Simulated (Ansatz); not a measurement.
Write a Python script for Ansatz 0.2.0 through its Python package that makes harmonic frequencies at the relaxed geometry of FGeHO, SMILES [OH][Ge][F]. Use (for the species named): Hartree-Fock, def2-SVP basis, multiplicity 1.

```yaml
atoms:
  - { symbol: O, position_ang: [-0.8416, 0.3042, -0.6024] }
  - { symbol: Ge, position_ang: [-0.2435, -0.4608, 0.8430] }
  - { symbol: F, position_ang: [1.3531, -1.0348, 0.5039] }
  - { symbol: H, position_ang: [-0.2125, 1.1311, -0.7647] }
```

`freq.py`:
```python
import warnings

import ansatz as az
import numpy as np


def main() -> None:
    warnings.simplefilter('ignore', az.DeckWarning)

    fgeho = (
        az.Crystal.molecule()
        .atom('O', (-0.8416, 0.3042, -0.6024))
        .atom('Ge', (-0.2435, -0.4608, 0.843))
        .atom('F', (1.3531, -1.0348, 0.5039))
        .atom('H', (-0.2125, 1.1311, -0.7647))
    )

    base = (
        fgeho.calculation()
        .basis(gaussian='def2-SVP')
        .functional('hf')
    )
    symbols = [site.symbol for site in fgeho.cartesian_sites]
    start = np.array([site.position_ang for site in fgeho.cartesian_sites], dtype=float)
    def progress(event):
        if event['event'] == 'relax_step':
            row = event['data']
            print(f'step {row["step"]:3d}  E = {row["lagrangian_ev"]:.6f} eV  max force {row["allowed_force_max_ev_ang"]:.4f} eV/A')


    rep = base.relax(force_tolerance=0.003, max_steps=100).session().plan().execute(on_event=progress).report
    end = np.array(rep['positions_ang'])

    print('bond        before    after (A)')
    for i, j in [(0, 1), (0, 3), (1, 2)]:
        d0, d1 = (np.linalg.norm(xyz[i] - xyz[j]) for xyz in (start, end))
        print(f'{symbols[i]}{i}-{symbols[j]}{j}'.ljust(10), f'{d0:8.4f} {d1:8.4f}')

    minimum = az.Crystal.molecule()
    for symbol, xyz in zip(symbols, end):
        minimum = minimum.atom(symbol, xyz.tolist())
    vibrating = minimum.calculation()
    vibrating = vibrating.basis(gaussian='def2-SVP').functional('hf')
    vibrating = vibrating.phonons(temperatures=(200, 600, 100))
    vib = vibrating.run(threads=1, backend='cpu').report['vibrations']
    sums = vib['harmonic_sums']
    modes = [m['omega_inv_cm'] for m in sums['modes_at_gamma'] if m['rigid_motion'] == 'no']
    print('frequencies (1/cm):', ' '.join(f'{w:.0f}' for w in modes))
    print('imaginary modes:', sum(w < 0 for w in modes), ' zero-point energy:', round(sums['zero_point_energy_ev'], 4), 'eV')
    print('T (K)   F_vib (eV)   S_vib (meV/K)   C_vib (meV/K)')
    for row in zip(sums['temperatures_k'], sums['vibrational_free_energy_ev'], vib['entropy_ev_per_k'], vib['heat_capacity_ev_per_k']):
        print(f'{row[0]:6.1f} {row[1]:11.4f} {1000 * row[2]:13.4f} {1000 * row[3]:15.4f}')


if __name__ == '__main__':
    main()
```

```console
$ python freq.py
step   1  E = -61222.338520 eV  max force 3.8197 eV/A
step   2  E = -61222.786405 eV  max force 2.6668 eV/A
step   3  E = -61222.795213 eV  max force 3.6473 eV/A
step   4  E = -61223.008524 eV  max force 0.7028 eV/A
step   5  E = -61223.037412 eV  max force 0.1211 eV/A
step   6  E = -61223.047634 eV  max force 0.1121 eV/A
step   7  E = -61223.049030 eV  max force 0.0298 eV/A
step   8  E = -61223.049304 eV  max force 0.0107 eV/A
step   9  E = -61223.049307 eV  max force 0.0015 eV/A
bond        before    after (A)
O0-Ge1       1.7413   1.7505
O0-H3        1.0516   0.9485
Ge1-F2       1.7302   1.7487
frequencies (1/cm): 282 526 694 771 842 4149
imaginary modes: 0  zero-point energy: 0.4503 eV
T (K)   F_vib (eV)   S_vib (meV/K)   C_vib (meV/K)
 200.0      0.4472        0.0554          0.1239
 300.0      0.4383        0.1246          0.2194
 400.0      0.4222        0.1974          0.2855
 500.0      0.3990        0.2660          0.3277
 600.0      0.3692        0.3283          0.3551
```

Reading the output:
- Total energies depend on the basis set; only differences at equal settings carry meaning.
- The frequencies are harmonic and unscaled, in a modest basis. The result belongs to the one conformer reached from this start, and soft torsions count as harmonic oscillators.
- Hardware and time: 24 s on 1 thread of Arm Neoverse V2 (shared host), peak memory 0.19 GiB.

(Lines on the test bed's own set-up are left out of the output.)
